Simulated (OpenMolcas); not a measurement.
**B: a chain of runs**

Wanted: a series of 9 runs (ROHF/def2-SVP, CASSCF(3,4)/def2-SVP, CASPT2(3,4)/def2-SVP, CASPT2[IPEA 0](3,4)/def2-SVP, SC-NEVPT2(3,4)/def2-SVP, PC-NEVPT2(3,4)/def2-SVP, MC-PDFT[tPBE](3,4)/def2-SVP, MC-PDFT[ftPBE](3,4)/def2-SVP, and more) of B. 

The calculation is run with OpenMolcas 26.06.

88 further runs of the same task are left out: 88 set aside as unsound or not needed.

### Step 1. The energy at ROHF/def2-SVP (run 1)

Contents of step1.input:

```
&GATEWAY
 BasLib
 $CurrDir
 Coord
 1
 angstrom
 B        0.000000       0.000000       0.000000
 Basis
 def2-SVP
 Group
 NoSym

&SEWARD

&SCF
 UHF
 Spin
 2
 PrOrbitals
 1 2

&RASSCF
 FileOrb
 $Project.UnaOrb
 Spin
 2
 Nactel
 1 0 0
 Inactive
 2
 Ras2
 1
 OutOrbitals
 Canonical
 OrbListing
 NoCore
```

The basis set def2-SVP is read from a file made from the Basis Set Exchange's data (not shown).

The run is started by

```sh
$ export MOLCAS_MEM=1860
$ pymolcas step1.input > step1.log
```

The program printed:

```text
--- Start Module: gateway ---
[...]
--- Stop Module: gateway /rc=_RC_ALL_IS_WELL_ ---
[...]
      Basis functions           14
[...]
--- Start Module: scf ---
[...]
       Convergence after   8 Iterations
[...]
::    Total SCF energy                                -24.5005548242
[...]
      Total spin, S                                     0.5028143485
[...]
--- Stop Module: scf /rc=_RC_ALL_IS_WELL_ ---
--- Start Module: rasscf ---
[...]
      Number of active orbitals                  1
[...]
      Spin quantum number                      0.5
[...]
      Active orbitals                            1
[...]
      Number of CSFs                             1
[...]
      Number of root(s) required                 1
[...]
      Convergence after  7 iterations
[...]
      printout of CI-coefficients larger than  0.05 for root  1
      energy=     -24.497578
      conf/sym  1     Coeff  Weight
             1  u   1.00000 1.00000
      Natural orbitals and occupation numbers for root  1
      sym 1:   1.000000
      ************************************************************************************************************************
      *                                                    Final results                                                     *
[...]
::    RASSCF root number  1 Total energy:    -24.49757764
[...]
      Total electronic charge=    5.000000
      Total            charge=    0.000000
[...]
      Dipole Moment (debye):
      Origin of the operator (angstrom)=    0.0000    0.0000    0.0000
                   X=  4.0722E-16               Y=  5.1574E-16               Z=  5.4175E-16           Total=  8.5165E-16
      Quadrupole Moment (debye*angstrom):
[...]
--- Stop Module: rasscf /rc=_RC_ALL_IS_WELL_ ---
[...]
```

Wall time 3.3 s (1 thread of Intel Xeon Platinum 8259CL at 2.50GHz (Skylake/Cascade Lake), shared host); peak memory 0.37 GiB.

### Step 2. The B atom: a single-point energy at CASSCF(3,4)/def2-SVP (run 2)

Contents of step2.inp:

```
* B CASSCF
>>> EXPORT MOLCAS_PRINT=2

&GATEWAY
  BasLib = $CurrDir
  Coord
  1
  angstrom
  B        0.000000       0.000000       0.000000
  Basis = def2-SVP
  Group = NoSym

&SEWARD

&RASSCF
  FileOrb = $CurrDir/step1.RasOrb
  Spin = 2
  Nactel = 3 0 0
  Inactive = 1
  Ras2 = 4
  OrbListing = NoCore
```

The basis set def2-SVP is read from a file made from the Basis Set Exchange's data (not shown).

The run is started by

```sh
$ export MOLCAS_MEM=1860
$ pymolcas step2.inp > step2.log
```

The program printed:

```text
--- Start Module: gateway ---
[...]
--- Stop Module: gateway /rc=_RC_ALL_IS_WELL_ ---
--- Start Module: seward ---
[...]
      Basis functions           14
--- Stop Module: seward /rc=_RC_ALL_IS_WELL_ ---
--- Start Module: rasscf ---
[...]
      Number of active orbitals                  4
[...]
      Spin quantum number                      0.5
[...]
      Active orbitals                            4
[...]
      Number of CSFs                            20
[...]
      Number of root(s) required                 1
[...]
      Convergence after  9 iterations
[...]
      printout of CI-coefficients larger than  0.05 for root  1
      energy=     -24.531665
      conf/sym  1111     Coeff  Weight
             1  2u00  -0.97112 0.94308
            15  0u20  -0.16871 0.02846
            18  0u02  -0.16871 0.02846
      Natural orbitals and occupation numbers for root  1
      sym 1:   1.886151   1.000000   0.056925   0.056925
      ************************************************************************************************************************
      *                                                    Final results                                                     *
[...]
::    RASSCF root number  1 Total energy:    -24.53166521
[...]
      Total electronic charge=    5.000000
      Total            charge=   -0.000000
[...]
      Dipole Moment (debye):
      Origin of the operator (angstrom)=    0.0000    0.0000    0.0000
                   X=  2.1422E-14               Y=  9.7185E-15               Z= -9.3115E-15           Total=  2.5299E-14
      Quadrupole Moment (debye*angstrom):
[...]
--- Stop Module: rasscf /rc=_RC_ALL_IS_WELL_ ---
[...]
```

It took 2.5 s on 1 thread of Intel Xeon Platinum 8259CL at 2.50GHz (Skylake/Cascade Lake), shared host; peak memory 0.37 GiB.

Runs 3 to 8 aren't shown in full; the table further down has their settings and results.

### Step 3. The B atom: the energy at MRCI(3,4)/def2-SVP (run 9)

Contents of step9.input:

```
>>> EXPORT MOLCAS_PRINT=2

&GATEWAY
 BASLIB
 $CurrDir
 COORD
 1
 angstrom
 B        0.000000       0.000000       0.000000
 BASIS
 def2-SVP
 GROUP
 NoSym

&SEWARD

&RASSCF
 FILEORB
 $CurrDir/step2.RasOrb
 SPIN
 2
 NACTEL
 3 0 0
 INACTIVE
 1
 RAS2
 4
 ORBLISTING
 NoCore

&MOTRA
 LUMORB
 FROZEN
 1

&GUGA
 ELECTRONS
 3
 SPIN
 2
 INACTIVE
 0
 ACTIVE
 4
 CIALL
 1

&MRCI
 SDCI
```

The basis set def2-SVP is read from a file made from the Basis Set Exchange's data (not shown).

Run the same way, it converges to -24.55873 Eh (log not shown).

### Step 4. All runs side by side

| run | level | active rule | inactive | energy (Eh) | dipole moment (D) of the reference | wall time |
| --- | --- | --- | --- | --- | --- | --- |
| 1 | ROHF/def2-SVP | – | – | -24.497578 | 0.00 | 3.3 s |
| 2 | CASSCF(3,4)/def2-SVP | full valence | 1 | -24.531665 | 0.00 | 2.5 s |
| 3 | CASPT2(3,4)/def2-SVP | full valence | 1 | -24.551362 | 0.00 | 2.3 s |
| 4 | CASPT2[IPEA 0](3,4)/def2-SVP | full valence | 1 | -24.554062 | 0.00 | 2.5 s |
| 5 | SC-NEVPT2(3,4)/def2-SVP | full valence | 1 | -24.551458 | 0.00 | 2.3 s |
| 6 | PC-NEVPT2(3,4)/def2-SVP | full valence | 1 | -24.551497 | 0.00 | 2.4 s |
| 7 | MC-PDFT[tPBE](3,4)/def2-SVP | full valence | 1 | -24.585077 | 0.00 | 2.5 s |
| 8 | MC-PDFT[ftPBE](3,4)/def2-SVP | full valence | 1 | -24.594698 | 0.00 | 2.6 s |
| 9 | MRCI(3,4)/def2-SVP | full valence | 1 | -24.558727 | 0.00 | 2.4 s |

### Step 5. Summary of results

```
                                     quantity         value
                  B atom, run 9: total energy  -24.55873 Eh
B atom, run 9: dipole moment (CASSCF density)        0.00 D
```

**Reading.** Below the ROHF energy at the same shape and in the same basis (def2-SVP): CASSCF(3,4) -34.1 mEh; CASPT2(3,4) -53.8 mEh; CASPT2[IPEA 0](3,4) -56.5 mEh; SC-NEVPT2(3,4) -53.9 mEh; PC-NEVPT2(3,4) -53.9 mEh; MRCI(3,4) -61.1 mEh. Active-space methods hold only the correlation inside their space unless a perturbation or CI step follows. All runs together took 23 s, the longest 3.3 s.
